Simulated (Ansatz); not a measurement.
Crystal: MoIr4.

```
Ir Mo
1.0
     1.37422    0.79341   11.30610
    -1.37422    0.79341   11.30610
     0.00000   -1.58681   11.30610
Ir Mo
4 1
Direct
  0.60030 0.60030 0.60030
  0.19932 0.19932 0.19932
  0.80068 0.80068 0.80068
  0.39970 0.39970 0.39970
  0.00000 0.00000 0.00000
```

The cell comes from a database or a generator and needn't be the stable form of this composition.

Base run:

| Item | Value |
| --- | --- |
| Program | Ansatz 0.2.0 |
| Functional | r2SCAN |
| Potentials or basis | Ansatz PAW |
| Cutoff | 500 eV |
| Density cutoff | 2000 eV |
| k mesh | 11 × 11 × 11 |
| Occupations | fermi-dirac, width 0.05 eV |
| Spin | no spin polarisation |

Its results: band gap on the k mesh none (metal or under the smearing width); pressure -7.9 GPa; largest force 0.071 eV/Å.

The run is repeated on the same cell with these changes: functional from r2SCAN to revPBE; cutoff from 500 eV to 420 eV; density cutoff from 2000 eV to 1680 eV. What comes out?

Band gap on the k mesh none (metal or under the smearing width); pressure 1.2 GPa; largest force 0.067 eV/Å.

Caveats: the PAW data sets come from PBE, with cores solved anew for the run's functional, which leaves a small shift of forces and pressure; the density of states is complete only up to the lowest level of the last band computed; the potentials were made for another functional, which shifts forces and pressure (some runs).

Not every run made on this cell is shown here.
